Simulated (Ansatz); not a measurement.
# C2H4SSi: the cost of one run

Method: RKS LDA/def2-SVP, in Ansatz 0.2.0.

## Step 1: The structure to begin with

Bond lengths: S1–C2 1.566 Å, C2–C3 1.374 Å, C2–Si4 1.696 Å, C3–H5 1.101 Å, C3–H6 1.107 Å, Si4–H7 1.467 Å, Si4–H8 1.462 Å. Angles: S1–C2–C3 123.5°, S1–C2–Si4 140.6°, C3–C2–Si4 95.8°, C2–C3–H5 120.0°, C2–C3–H6 118.6°, H5–C3–H6 109.9°, C2–Si4–H7 118.3°, C2–Si4–H8 118.4°, H7–Si4–H8 110.1°.

As a file:

```xyz
8

S    -1.7952    1.2327    1.1973
C    -0.6975    0.4334    0.4166
C     0.6215    0.8145    0.3594
Si   -0.5096   -0.9785   -0.5047
H     1.0563    1.1493   -0.5949
H     1.3678    0.2260    0.9277
H    -0.1912   -0.8420   -1.9304
H     0.2400   -2.0925    0.0732
```

## Step 2: Relaxing end A

input.yaml reads:

```yaml
crystal:
  periodic: [false, false, false]
  atoms:
    - { symbol: S, position_ang: [-1.7952, 1.2327, 1.1973] }
    - { symbol: C, position_ang: [-0.6975, 0.4334, 0.4166] }
    - { symbol: C, position_ang: [0.6215, 0.8145, 0.3594] }
    - { symbol: Si, position_ang: [-0.5096, -0.9785, -0.5047] }
    - { symbol: H, position_ang: [1.0563, 1.1493, -0.5949] }
    - { symbol: H, position_ang: [1.3678, 0.226, 0.9277] }
    - { symbol: H, position_ang: [-0.1912, -0.842, -1.9304] }
    - { symbol: H, position_ang: [0.24, -2.0925, 0.0732] }
basis:
  gaussian: { orbitals: def2-SVP }
hamiltonian:
  xc: lda
relax:
  f_tol: 0.015
  max_steps: 40
```

Launch:

```console
> ansatz run input.yaml --threads 1 --pin off --max-ram 2048MiB --backend cpu --events-out ev --progress --plain --runs-dir out
```

What time and memory should one allow on 1 thread of an Arm CPU, shared host?

About 53 s, with a peak of 0.12 GiB.
